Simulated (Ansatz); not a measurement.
# SnSe2 (1T): the cost of one run

Program: Ansatz 0.2.0. Level of theory: DFT LDA, scalar-relativistic, plane waves, PAW. These are calculated values, not measurements.

### 1 The starting structure

The structure is trigonal, space group P-3m1 (No. 164). The conventional cell has a = 3.508 Å, b = 3.508 Å, c = 5.649 Å, α = 90.00°, β = 90.00°, γ = 120.00°. Sn (site symmetry -3m) has 6 Se at 2.47 Å as nearest neighbours. Se (site symmetry 3m) has 3 Sn at 2.47 Å as nearest neighbours.

Coordinates:

```cif
data_structure
_symmetry_space_group_name_H-M 'P-3m1'
_symmetry_Int_Tables_number 164
_cell_length_a 3.5081
_cell_length_b 3.5081
_cell_length_c 5.6492
_cell_angle_alpha 90.000
_cell_angle_beta 90.000
_cell_angle_gamma 120.000
_cell_volume 60.21
loop_
_atom_site_label
_atom_site_type_symbol
_atom_site_symmetry_multiplicity
_atom_site_Wyckoff_symbol
_atom_site_fract_x
_atom_site_fract_y
_atom_site_fract_z
_atom_site_occupancy
Sn1 Sn 1 a 0.00000 0.00000 0.00000 1
Se1 Se 2 d 0.33333 0.66667 0.25000 1
```

### 2 Relaxing cell and atoms: SnSe2 (1T), no spin, 25 GPa, volume × 0.78

File input.yaml:

```yaml
crystal:
  lattice:
    - [3.5080880318, 0.0, 0.0]
    - [-1.7540440159, 3.0380933543, 0.0]
    - [0.0, 0.0, 5.6492091974]
  atoms:
    - { symbol: Sn, position: [0.0, 0.0, 0.0] }
    - { symbol: Se, position: [0.3333333333, 0.6666666667, 0.25] }
    - { symbol: Se, position: [0.6666666667, 0.3333333333, 0.75] }
scf:
  occupations: { method: gaussian, width: 0.05 }
output:
  forces: true
  stress: true
  eigenvalues: true
  write_density: true
  write_potential: true
  elf: true
  volumetric_format: npy
hamiltonian:
  xc: lda
basis:
  ecutwfc: 500
kpoints:
  mp_grid: { grid: [18, 18, 10] }
relax:
  f_tol: 0.002
  max_steps: 60
  cell: { stress_tol: 0.02, p_target: 25 }
```

On the command line:

```sh
ansatz run input.yaml --threads 4 --pin off --max-ram 10240MiB --backend cpu --events-out ev --progress --plain --runs-dir out
```

Q: Estimate wall time and peak memory on 4 threads of Intel Xeon 6975P-C (Granite Rapids), shared host.

About 67 s, with a peak of 0.86 GiB.
